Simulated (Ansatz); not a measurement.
# Ge (Germanium): a relaxation

Aim: a sound relaxation of Ge (Germanium). The structure is shown as the input types it.

Computed with Ansatz 0.2.0 (DFT, PBEsol, PAW with Ansatz's default frozen-core files, scalar-relativistic; relaxation of cell and atoms, unless a step's input says otherwise).

2 further runs of the same task are left out: 1 that didn't finish, 1 set aside as unsound or not needed.

## Step 1: The system as given

It takes space group Fd-3m (No. 227, cubic). The conventional cell has a = 5.676 Å, b = 5.676 Å, c = 5.676 Å, α = 90.00°, β = 90.00°, γ = 90.00°. Around Ge (site symmetry -43m) lie 4 Ge at 2.46 Å.

Structure file:

```xyz
2
Lattice="0.0000 2.8382 2.8382 2.8382 0.0000 2.8382 2.8382 2.8382 0.0000" Properties=species:S:1:pos:R:3 pbc="T T T"
Ge    2.8382    2.8382    2.8382
Ge    4.2573    4.2573    4.2573
```

## Step 2: The calculation

Contents of input.yaml:

```yaml
crystal:
  lattice:
    - [0.0, 2.83817740831, 2.83817740831]
    - [2.83817740831, 0.0, 2.83817740831]
    - [2.83817740831, 2.83817740831, 0.0]
  atoms:
    - { symbol: Ge, position: [0.5, 0.5, 0.5] }
    - { symbol: Ge, position: [0.75, 0.75, 0.75] }
kpoints:
  mp_grid: { grid: [14, 14, 14] }
scf:
  occupations: { method: fermi_dirac, width: 0.08 }
  max_iter: 50
hamiltonian:
  xc: pbesol
  pseudopotentials: { kind: paw }
relax:
  f_tol: 0.002
  max_steps: 80
  cell: { p_target: 30 }
output:
  forces: true
  stress: true
basis:
  ecutwfc: "50 eV"
```

Command:

```console
> ansatz run input.yaml --threads 1 --pin off --max-ram 2048MiB --backend cpu --events-out ev --progress --plain --runs-dir out
```

**Question.** How will this run end, and is anything wrong with its input?

The SCF settled after 6 cycles, but the program rejected the state: the PAW expansion on Ge puts 2.15 electrons into one spin orbital, where Pauli's rule allows one and the program refuses over 2. Such a state lies outside what the potentials can describe, so there is no result.

In the input, basis.ecutwfc is 50 eV. With so few plane waves the basis is incomplete by a wide margin. The potentials' recommended cutoff is 420 eV.

What to do: delete basis.ecutwfc (the default then holds).
